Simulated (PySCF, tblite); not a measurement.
# C2H8GeN radical: geometry, infrared bands and EPR parameters

Wanted: the infrared bands and EPR parameters of C2H8GeN radical (`[CH2][N](C)[GeH3]`), by calculation.

Programs: tblite 0.8.0 and PySCF 2.14.0, with density-fitted response routines of our own. Each step states its level of theory. These are calculated values for one molecule in the gas phase, unless marked as measured. Atoms are numbered from 0 throughout.

### Step 1. The starting structure

12 atoms, charge 0, multiplicity 2; geometry from: force field or distance geometry start.

Bonds of the start (Å): C0–N1 1.40, N1–C2 1.41, N1–Ge3 1.80, C0–H4 1.11, C0–H5 1.11, C2–H6 1.08, C2–H7 1.11, C2–H8 1.12, Ge3–H9 1.55, Ge3–H10 1.56, Ge3–H11 1.56.

### Step 2. Geometry optimisation with GFN2-xTB

What the job is given:

```
{"job": {"kind": "relax", "xc": "GFN2-xTB", "basis": "xTB"}, "charge": 0, "multiplicity": 2}
C     -0.584600     1.360400    -0.643800
N     -0.129600     0.117000    -0.190500
C     -1.052800    -0.828100     0.296800
Ge     1.628100    -0.102300     0.143500
H     -1.150600     1.892100     0.145900
H     -1.198800     1.206400    -1.559300
H     -0.784200    -1.406000     1.171900
H     -1.261300    -1.551300    -0.523800
H     -2.028100    -0.297700     0.467200
H      2.459600     0.175300    -1.130200
H      2.092300     0.969400     1.172400
H      2.011200    -1.535900     0.623800
```

Command:

```
OMP_NUM_THREADS=1 python probes_run.py task.json out
```

One launch serves the whole session: the jobs run in the order shown.

What it wrote:

```text
step      E/eV     max force
  0    -356.05850    2.516
  1    -356.24755    1.288
  2    -356.34964    0.782
  3    -356.40209    0.587
  4    -356.42439    0.390
  5    -356.43923    0.384
  6    -356.45776    0.543
  7    -356.48073    0.623
  8    -356.50529    0.432
  9    -356.53015    0.398
 10    -356.56161    0.548
 11    -356.60038    0.813
 12    -356.63914    0.747
 13    -356.67872    0.543
 14    -356.71103    0.715
 15    -356.74015    0.936
 16    -356.77972    0.751
 17    -356.86215    0.703
 18    -356.90272    0.655
 19    -356.94481    0.467
 20    -356.96151    0.356
 21    -356.97861    0.488
 22    -357.00196    0.527
 23    -357.03588    0.497
 24    -357.05731    0.291
 25    -357.06497    0.323
 26    -357.07530    0.367
 27    -357.08578    0.394
 28    -357.09417    0.311
 29    -357.09976    0.299
 30    -357.10418    0.297
 31    -357.11012    0.247
 32    -357.12334    0.659
 33    -357.13161    0.227
 34    -357.13626    0.162
 35    -357.14164    0.281
 36    -357.14451    0.150
 37    -357.14830    0.131
 38    -357.15195    0.110
 39    -357.15383    0.117
 40    -357.15567    0.129
 41    -357.15866    0.151
 42    -357.16181    0.146
 43    -357.16453    0.121
 44    -357.16619    0.113
 45    -357.16724    0.103
 46    -357.16821    0.076
 47    -357.16916    0.065
 48    -357.17003    0.064
 49    -357.17066    0.076
 50    -357.17134    0.085
 51    -357.17236    0.086
 52    -357.17404    0.076
 53    -357.17628    0.107
 54    -357.17833    0.102
 55    -357.17950    0.080
 56    -357.18008    0.067
 57    -357.18074    0.073
 58    -357.18181    0.110
 59    -357.18342    0.146
 60    -357.18502    0.128
 61    -357.18675    0.198
 62    -357.18815    0.170
 63    -357.19054    0.158
 64    -357.19176    0.150
 65    -357.19369    0.104
 66    -357.19435    0.093
 67    -357.19514    0.082
 68    -357.19631    0.104
 69    -357.19822    0.109
 70    -357.19951    0.084
 71    -357.20032    0.075
 72    -357.20096    0.073
 73    -357.20163    0.084
 74    -357.20235    0.065
 75    -357.20306    0.055
 76    -357.20346    0.043
 77    -357.20373    0.045
 78    -357.20413    0.048
 79    -357.20454    0.052
 80    -357.20499    0.061
 81    -357.20536    0.050
 82    -357.20568    0.043
 83    -357.20597    0.037
 84    -357.20630    0.034
 85    -357.20653    0.029
 86    -357.20665    0.024
 87    -357.20669    0.022
 88    -357.20673    0.022
 89    -357.20681    0.021
 90    -357.20690    0.024
 91    -357.20698    0.020
 92    -357.20701    0.019
 93    -357.20703    0.017
 94    -357.20706    0.017
 95    -357.20712    0.025
 96    -357.20727    0.039
 97    -357.20753    0.054
 98    -357.20786    0.046
 99    -357.20810    0.039
100    -357.20819    0.028
101    -357.20824    0.023
102    -357.20832    0.023
103    -357.20850    0.034
104    -357.20872    0.033
105    -357.20895    0.033
106    -357.20907    0.025
107    -357.20911    0.022
108    -357.20916    0.024
109    -357.20928    0.024
110    -357.20946    0.023
111    -357.20965    0.026
112    -357.20975    0.010
113    -357.20978    0.009
```

Run time: 1.3 s. Hardware: 1 thread of Intel Xeon at 2.50GHz, shared host.

Step by step: (not every step is listed)

```tsv
step	energy from step 0 (eV)	largest force (eV/Å)
0	0.0000	2.5160
1	-0.1891	1.2876
2	-0.2911	0.7817
3	-0.3436	0.5873
4	-0.3659	0.3896
5	-0.3807	0.3836
6	-0.3993	0.5435
7	-0.4222	0.6232
8	-0.4468	0.4324
18	-0.8442	0.6547
28	-1.0357	0.3114
38	-1.0935	0.1105
48	-1.1115	0.0645
58	-1.1233	0.1098
68	-1.1378	0.1043
78	-1.1456	0.0482
88	-1.1482	0.0224
98	-1.1494	0.0459
108	-1.1507	0.0235
109	-1.1508	0.0235
110	-1.1510	0.0226
111	-1.1512	0.0255
112	-1.1513	0.0102
113	-1.1513	0.0093
```

Distances of close pairs at the start and the end, largest changes first:

```tsv
bond	before (Å)	after (Å)	change (Å)
Ge3–H11	1.560	1.495	-0.065
Ge3–H9	1.546	1.495	-0.052
Ge3–H10	1.556	1.506	-0.050
C0–H5	1.113	1.077	-0.036
N1–C2	1.408	1.444	+0.035
N1–Ge3	1.803	1.835	+0.033
C0–H4	1.108	1.076	-0.032
C2–H8	1.123	1.095	-0.029
```

The final coordinates are the input of the step that follows.

### Step 3. Harmonic vibrations with GFN2-xTB

What the job is given:

```
{"job": {"kind": "ir", "xc": "GFN2-xTB", "basis": "xTB"}, "charge": 0, "multiplicity": 2}
C     -0.714109     1.192479    -0.735124
N     -0.180795     0.023543    -0.219820
C     -1.102112    -0.833498     0.487837
Ge     1.618544    -0.018020     0.140000
H     -1.774722     1.216712    -0.913180
H     -0.070382     1.741189    -1.402525
H     -0.586317    -1.748160     0.783587
H     -1.939685    -1.094734    -0.163514
H     -1.506608    -0.355465     1.385562
H      2.274436     0.475207    -1.109268
H      2.057992     0.851809     1.288327
H      1.924956    -1.451749     0.432091
```

What it wrote:

```text
mode    cm-1     km/mol
  1     105.1      0.98
  2     167.4      0.47
  3     213.0      7.54
  4     253.5      2.64
  5     312.4      0.76
  6     328.5     14.11
  7     489.0    139.25
  8     540.2     35.64
  9     571.8     74.87
 10     592.5     52.78
 11     742.2    180.58
 12     792.3    247.07
 13     845.9    130.88
 14     988.0      8.55
 15    1053.0      9.30
 16    1094.0      0.78
 17    1221.9     23.91
 18    1315.1     12.25
 19    1408.9      1.19
 20    1427.9      4.40
 21    1467.3      4.10
 22    1495.1      6.52
 23    1918.4    266.53
 24    2009.7    368.95
 25    2070.6    415.59
 26    2917.4     43.79
 27    2962.2     45.45
 28    2982.5     28.08
 29    3060.7     38.69
 30    3115.7     70.79
```

It took 0.58 s on 1 thread of Intel Xeon at 2.50GHz, shared host.

Which atoms move in the most intense modes:

```tsv
cm⁻¹	km/mol	atoms
489	139.2	H10 61 %, H9 16 %
572	74.9	H11 38 %, H9 23 %, H10 14 %
742	180.6	H9 48 %, H11 44 %
792	247.1	H11 54 %, H10 26 %, H9 17 %
846	130.9	H10 45 %, H9 43 %
1918	266.5	H10 89 %
2010	368.9	H9 52 %, H11 38 %
2071	415.6	H11 54 %, H9 44 %
```

### Step 4. EPR parameters: B3LYP/def2-TZVP-core+pcH-1

Settings changed since step 3:

```diff
@@ -1,2 +1,2 @@
-{"job": {"kind": "ir", "xc": "GFN2-xTB", "basis": "xTB"}, "charge": 0, "multiplicity": 2}
+{"job": {"kind": "epr", "basis": "pcH-1"}, "charge": 0, "multiplicity": 2}
 C     -0.714109     1.192479    -0.735124
```

Level: UKS B3LYP, def2-TZVP-core on Ge, pcH-1 on C H N, non-relativistic, mean-field spin-orbit, GIAO.

What it wrote:

```text
UKS, coarse grid
  cycle   1  E = -2212.70636933  |g| = 1.33e+00
  cycle   2  E = -2212.66252388  |g| = 8.79e-01
  cycle   3  E = -2212.75972021  |g| = 3.68e-01
  cycle   4  E = -2212.78584726  |g| = 7.52e-02
  cycle   5  E = -2212.78803250  |g| = 1.94e-02
  cycle   6  E = -2212.78817342  |g| = 3.40e-03
  cycle   7  E = -2212.78817845  |g| = 1.59e-03
  cycle   8  E = -2212.78818160  |g| = 7.32e-04
UKS, final grid
  cycle   1  E = -2212.78822792  |g| = 5.10e-04
  cycle   2  E = -2212.78822785  |g| = 7.08e-04
  cycle   3  E = -2212.78822804  |g| = 1.02e-04
  cycle   4  E = -2212.78822804  |g| = 6.30e-05
  cycle   5  E = -2212.78822804  |g| = 1.57e-05
E = -2212.78822804 Eh   <S^2> = 0.7533 (exact 0.7500)
g shifts (ppm)      1          2          3
  rmc          -164       -164       -164
  gc             43          9         32
  oz_so        -354         91       1643
  total        -476        -65       1511
hyperfine (MHz)  atom isotope    a_iso     a_fc   dipolar eigenvalues
    0   13C     127.64     127.71    -63.77    -63.35    127.13
    1   14N       8.69       8.77    -12.74    -12.34     25.08
    2   13C      -8.43      -8.43     -1.74     -0.66      2.40
    3  73Ge      -3.44      -3.46     -1.69      0.52      1.17
    4    1H     -32.39     -32.41    -30.41     -0.33     30.74
    5    1H     -24.76     -24.77    -29.92     -1.06     30.98
    6    1H      -0.06      -0.06     -3.36     -2.52      5.88
    7    1H      18.38      18.38     -3.60     -2.89      6.48
    8    1H      29.57      29.57     -3.70     -2.81      6.51
    9    1H       4.70       4.70     -2.29     -2.04      4.32
   10    1H      16.51      16.51     -2.27     -1.77      4.04
   11    1H      -3.51      -3.51     -2.20     -1.58      3.78
```

It took 2.6 min on 1 thread of Intel Xeon at 2.50GHz, shared host; peak memory 0.9 GiB.

Principal g values 2.00184, 2.00225, 2.00383; g(iso) = 2.00264, against 2.00232 for a free electron.

Hyperfine couplings; where a row names several nuclei, a(iso) is their mean (it holds for fast rotation or exchange) and the dipolar term the largest among them:

```tsv
nuclei	isotope	a(iso) (MHz)	a(iso) (G, at g = 2.0023)	largest dipolar term (MHz)
C0	13C	127.6	45.5	127.1
H4, H5	1H	-28.6	-10.2	31.0
H6, H7, H8	1H	16.0	5.7	6.5
N1	14N	8.7	3.1	25.1
C2	13C	-8.4	-3.0	2.4
H9, H10, H11	1H	5.9	2.1	4.3
Ge3	73Ge	-3.4	-1.2	-1.7
```

Mulliken spin populations:

```tsv
atom	value (e)
C0	0.83
N1	0.17
C2	-0.02
Ge3	0.01
H4	-0.03
H5	-0.03
H6	0.00
H7	0.01
H8	0.03
H9	0.00
H10	0.02
H11	0.00
```

In first order the couplings over 0.8 MHz of 1H, 14N give 144 distinct lines over 50.0 G, if the averaged nuclei exchange fast.

The fields below are evaluated on a grid from the run's orbitals.

ELF in a plane through or near 7 of the atoms.

Ten even steps from ' ' (0.00) to '@' (1.00):
```
                                                        
                                                        
                                                        
                ....            ..                      
            ==##@@@@**::    **@@@@%%::                  
          ::%%@@@@@@@@++    @@@@@@@@==                  
          ::%%@@@@@@@@##  ..@@@@@@@@==::..              
          ..**%%@@@@%%++    ++%%##++++++++==..          
          ..::::::==::..----==**--==##@@@@%%==..        
          ..::..**==**::####**%%##++%%@@@@%%==..        
        ::++##++::--::::%%++--====..........            
      ..++%%@@@@##==::::==**%%%%==::..                  
      ..**%%@@@@@@**    ..==--::++@@@@@@%%==            
        --##@@@@++..  ::%%@@##==##@@@@@@@@%%..          
          ..::..    ::%%@@@@@@%%==**@@@@%%++            
                    ::%%@@@@@@##....==++--..            
                      --####++..                        
                                                        
                                                        
                                                        
```
The map spans 9.8 Å across and 9.7 Å up, centred on the molecule. Atoms in the plane (x, y in Å): C0 (0.6, -1.5), N1 (0.2, -0.2), C2 (1.2, 0.9), Ge3 (-1.6, 0.2), H4 (1.6, -1.7), H5 (-0.1, -2.2), H6 (0.8, 1.8).

log10 of the density (e/Å³) in the same plane.

Ten even steps from ' ' (-4.0) to '@' (2.0):
```
                                                        
                                                        
                ......        ......                    
          ......::::::......::::::::....                
        ..::::----------::----======--::::..            
      ..::::--==========--====++++++==--::::..          
    ....::--==++****++++====++**##**++++==--::..        
    ..::----==++******++====++**####****++==--::..      
    ..::--==++++##%%##**++++****##%%##**++++--::..      
    ..::--==++**%%@@%%##**######********++==--::..      
  ..::::--==++**######****##@@##**++++====--::::..      
  ..::::====++******++++****####**++++==----::..        
    ..::--====++++++====++****##******++==--::..        
    ..::::--============****####********==--::..        
      ....::::::::----==********++++++====--....        
          ......::::--==++++++++======----::..          
                  ..::::----------::::::....            
                    ....::::::::......                  
                                                        
                                                        
```
The map spans 9.8 Å across and 9.7 Å up, centred on the molecule. Atoms in the plane (x, y in Å): C0 (0.6, -1.5), N1 (0.2, -0.2), C2 (1.2, 0.9), Ge3 (-1.6, 0.2), H4 (1.6, -1.7), H5 (-0.1, -2.2), H6 (0.8, 1.8).

On the surface of density 0.002 e/bohr³ the electrostatic potential runs, from the 1st to the 99th percentile, from -1.00 V near C0 to 1.14 V near H10.

The spin density lies nearest to C0 52 %; N1 21 %; H4, H5 about 9 % each.

### Step 5. Results

| quantity | value |
| --- | --- |
| strongest single infrared mode (GFN2-xTB) | 2071 cm⁻¹, 416 km/mol |
| zero-point energy (GFN2-xTB) | 55.0 kcal/mol |
| g(iso) (B3LYP) | 2.00264 |
| ⟨S²⟩ | 0.753 (exact 0.75) |
| largest a(iso) (averaged by class) | 13C on C0, 127.6 MHz |
| surface potential, 1st and 99th percentile | -1.00 V and 1.14 V |

What this shows: Relaxing lowered the energy by 1.151 eV in 113 steps; the close pair that moved most is Ge3–H11, from 1.560 to 1.495 Å. No mode is imaginary among the 30: a minimum at this level. The strongest single mode, at 2071 cm⁻¹, moves mainly H11 and H9. Unscaled tight-binding wavenumbers are off by several per cent, some by more. Its intensities can rank the bands wrongly. C0 carries the largest spin population, 0.83 e. The isotropic g lies 0.3 ppt above the free-electron value. The hyperfine terms hold no scalar relativity, which the heavier nuclei need.
